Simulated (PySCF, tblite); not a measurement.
**C₆H₆O₂Si: geometry, infrared bands and NMR shifts**

Wanted: the infrared bands and NMR shifts of C₆H₆O₂Si (`C#Cc1cc([SiH2]O)co1`), by calculation.

The runs use tblite 0.8.0 and PySCF 2.14.0, with density-fitted response routines of our own; the level of theory stands in each step. All values are computed, except where a source is named. Atoms count from 0, in the outputs and in this text.

### Step 1. The molecule as given

15 atoms, charge 0, multiplicity 1; geometry from: force field or distance geometry start.

Bonds of the start (Å): C0–C1 1.21, C1–C2 1.43, C2–C3 1.41, C3–C4 1.39, C4–Si5 1.84, Si5–O6 1.71, C4–C7 1.38, C7–O8 1.32, O8–C2 1.30, C0–H9 1.05, C3–H10 1.07, Si5–H11 1.46, Si5–H12 1.50, O6–H13 0.99, C7–H14 1.08.

### Step 2. Optimising the geometry with GFN2-xTB

Job settings and geometry (Å):

```
{"job": {"kind": "relax", "xc": "GFN2-xTB", "basis": "xTB"}, "charge": 0, "multiplicity": 1}
C      3.880900     0.493300    -1.548000
C      2.814800     0.115600    -1.109500
C      1.565500    -0.328500    -0.568500
C      0.558000     0.594200    -0.237400
C     -0.505800    -0.166400     0.245400
Si    -2.106300     0.535900     0.828800
O     -3.210600    -0.748900     1.065100
C     -0.104300    -1.482300     0.163300
O      1.125600    -1.531400    -0.326800
H      4.787200     0.826500    -1.951500
H      0.579600     1.664700    -0.303500
H     -2.655200     1.526800    -0.093400
H     -1.900100     1.144600     2.184500
H     -4.095100    -0.327100     1.171200
H     -0.738500    -2.308900     0.458200
```

Launch:

```console
$ OMP_NUM_THREADS=1 python probes_run.py task.json out
```

One launch serves the whole session: the jobs run in the order shown.

**Question.** This job is followed by: GFN2-xTB harmonic vibrations, gas phase; GIAO PBE0/pcSseg-1 NMR shielding, non-relativistic, gas phase. Predict these results of the whole session: strongest single infrared mode (GFN2-xTB); zero-point energy (GFN2-xTB); ¹³C shifts against TMS (PBE0/pcSseg-1); ¹H shifts against TMS (PBE0/pcSseg-1, means over atoms taken as alike); ²⁹Si shifts against TMS (PBE0/pcSseg-1); ¹⁷O shifts against H2O (PBE0/pcSseg-1).

The runs gave:

| quantity | value |
| --- | --- |
| strongest single infrared mode (GFN2-xTB) | 2211 cm⁻¹, 473 km/mol |
| zero-point energy (GFN2-xTB) | 60.9 kcal/mol |
| ¹³C shifts against TMS (PBE0/pcSseg-1) | 155.9, 143.2, 129.3, 119.9, 92.6, 78.6 ppm |
| ¹H shifts against TMS (PBE0/pcSseg-1, means over atoms taken as alike) | 7.68, 6.96, 5.68, 3.14, 0.96 ppm |
| ²⁹Si shifts against TMS (PBE0/pcSseg-1) | -30.2 ppm |
| ¹⁷O shifts against H2O (PBE0/pcSseg-1) | 326.3, 4.3 ppm |

**Reading.** Over 65 steps the energy fell by 0.469 eV; of the close pairs, Si5–O6 changed most, 1.711 to 1.627 Å. No mode is imaginary among the 39: a minimum at this level. The strongest single mode, at 2211 cm⁻¹, moves mainly H12 and H11. Unscaled tight-binding wavenumbers are off by several per cent, some by more. Its intensities can rank the bands wrongly. At PBE0/pcSseg-1: Shielding is most anisotropic at O8 (span 373 ppm, paramagnetic term -388 ppm). NICS(1)zz of -26 ppm above the planar ring from C2 marks a diatropic (aromatic) ring current.
